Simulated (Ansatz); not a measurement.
# Ti2In: the cost of one run

Method: DFT PBE, scalar-relativistic, plane waves, PAW, in Ansatz 0.2.0.

### 1 The system as given

Symmetry: P4/mmm, No. 123, tetragonal system. The conventional cell has a = 2.926 Å, b = 2.926 Å, c = 5.590 Å, α = 90.00°, β = 90.00°, γ = 90.00°. Ti (site symmetry 4mm) is surrounded by 4 In at 2.56 Å and 6 Ti at 2.57 to 3.02 Å. In (site symmetry 4/mmm) is surrounded by 8 Ti at 2.56 Å and 4 In at 2.93 Å.

As a file:

```
Ti In
1.0
     2.92570    0.00000    0.00000
     0.00000    2.92570    0.00000
     0.00000    0.00000    5.58979
Ti In
2 1
Cartesian
  1.4629 1.4629 1.5092
  1.4629 1.4629 4.0805
  0.0000 0.0000 0.0000
```

Recipe of the guess: species swapped into a database cell of FeSi2 (P4/mmm, No. 123), with In on the Fe sites and Ti on the Si sites. Its size is a rough estimate.

### 2 Probe: one point on a coarse mesh

input.yaml reads:

```yaml
crystal:
  lattice:
    - [2.92570272, 0.0, 0.0]
    - [0.0, 2.92570272, 0.0]
    - [0.0, 0.0, 5.58979241]
  atoms:
    - { symbol: Ti, position: [0.5, 0.5, 0.27000001] }
    - { symbol: Ti, position: [0.5, 0.5, 0.72999999] }
    - { symbol: In, position: [0.0, 0.0, 0.0] }
basis:
  ecutwfc: 420
kpoints:
  mp_grid: { grid: [6, 6, 4] }
hamiltonian:
  xc: pbe
scf:
  occupations: { method: gaussian, width: 0.1 }
  lower_state_search: "off"
output:
  forces: true
  stress: true
  eigenvalues: true
```

The run is started by

```console
ansatz run input.yaml --threads 1 --pin off --max-ram 2560MiB --backend cpu --events-out ev --progress --plain --runs-dir out
```

What time and memory should one allow on 1 thread of Intel Xeon 6975P-C (Granite Rapids), shared host?

About 1 s, with a peak of 0.38 GiB.
